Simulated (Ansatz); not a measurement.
**H₂InOS radical: geometry optimisation**

The task is to find a stationary geometry of H₂InOS radical, and look at its orbitals and charge.

The runs use Ansatz 0.2.0, Gaussian basis; UKS PBE0-D4/def2-TZVP.

Levels to be run: relaxation at PBE0-D4/def2-TZVP; a single point in def2-TZVPP for the fields.

## 1. The system as given

SMILES `[OH][In][SH]`, 5 atoms, charge 0, spin multiplicity 2.

Atoms are counted from 1 here; the program's logs count them from 0.

Bond lengths: O1–In2 1.995 Å, O1–H4 0.953 Å, In2–S3 2.571 Å, S3–H5 1.323 Å. Angles: In2–O1–H4 135.0°, O1–In2–S3 98.9°, In2–S3–H5 85.5°.

As a file:

```xyz
5
charge 0, multiplicity 2
O     0.13488    1.25805    0.35982
In   -0.55189   -0.42316    1.18620
S    -0.14715   -2.02681   -0.78208
H     0.27949    2.14890    0.66507
H     0.28468   -0.95699   -1.42902
```

The start is a GFN2-xTB geometry. In takes the def2 core potential; no spin-orbit term is included.

## 2. Optimising with PBE0-D4/def2-TZVP

Input file in.yaml:

```yaml
crystal:
  periodic: [false, false, false]
  atoms:
    - {symbol: O, position_ang: [0.134880, 1.258050, 0.359820]}
    - {symbol: In, position_ang: [-0.551890, -0.423160, 1.186200]}
    - {symbol: S, position_ang: [-0.147150, -2.026810, -0.782080]}
    - {symbol: H, position_ang: [0.279490, 2.148900, 0.665070]}
    - {symbol: H, position_ang: [0.284680, -0.956990, -1.429020]}
basis:
  gaussian: {orbitals: def2-TZVP}
magnetization: {spin_polarized: true, initial_magnetization: 1}
hamiltonian: {xc: pbe0, dispersion: d4}
relax: {f_tol: 0.005, max_steps: 150}
```

Command:

```
> ansatz run in.yaml --threads 2 --pin off --events-out ev --progress --plain --max-ram 32768MiB --backend cpu
```

After this run come: Orbitals, density and potential.

Before running them: what should the planned runs give, taken together? Wanted: point group; shift from the start; total energy; dispersion term; dipole moment; HOMO, LUMO.

**Answer**, as computed:

| quantity | value |
| --- | --- |
| point group | Cs |
| steps | 9 |
| shift from the start (rms) | 0.233 Å |
| total energy | -18085.1035 eV |
| dispersion term | -85 meV |
| dipole moment | 2.53 D |
| HOMO, LUMO (alpha spin) | -6.35, -1.44 eV |

In words: The atoms moved 0.23 Å (rms) from the start; the bond that changed most is In2–S3, from 2.571 to 2.428 Å. No vibrations were run, so it is not proven to be a minimum. The largest Mulliken charge, -0.65 e, sits on O1. The alpha HOMO lies mostly on In2 60 %; S3 20 % and the LUMO on In2 78 %; S3 9 %. The unpaired spin sits mainly on In2 62 %; S3 18 %.
